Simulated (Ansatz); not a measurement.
# BCl2S: the cost of one run

Method: the levels named in each step, in Ansatz 0.2.0.

## Step 1: Starting point

Bond lengths: S1–B2 1.778 Å, B2–Cl3 1.734 Å, B2–Cl4 1.735 Å. Angles: S1–B2–Cl3 120.6°, S1–B2–Cl4 120.3°, Cl3–B2–Cl4 119.1°.

Structure file:

```xyz
4

S    -0.9140   -1.5793   -0.0036
B    -0.0239   -0.0403    0.0003
Cl   -0.8741    1.4710    0.0068
Cl    1.7109   -0.0320   -0.0037
```

## Step 2: A rough first relaxation, PBE-D4/def2-SVP

The input, input.yaml:

```yaml
crystal:
  periodic: [false, false, false]
  atoms:
    - { symbol: S, position_ang: [-0.91404, -1.57928, -0.00362] }
    - { symbol: B, position_ang: [-0.02389, -0.04028, 0.00025] }
    - { symbol: Cl, position_ang: [-0.87411, 1.47104, 0.00684] }
    - { symbol: Cl, position_ang: [1.71086, -0.03202, -0.00366] }
magnetization:
  spin_polarized: true
  initial_magnetization: 1
basis:
  gaussian: { orbitals: def2-SVP }
hamiltonian:
  xc: pbe
  dispersion: d4
relax:
  f_tol: 0.03
  max_steps: 200
```

On the command line:

```
> ansatz run input.yaml --threads 2 --pin off --max-ram 5120MiB --backend cpu --events-out ev --progress --plain --runs-dir out
```

**Question.** How long does this run take on 2 threads of Intel Xeon at 2.50GHz (Skylake/Cascade Lake), shared host, and how much memory does it need?

About 19 s, with a peak of 0.16 GiB.
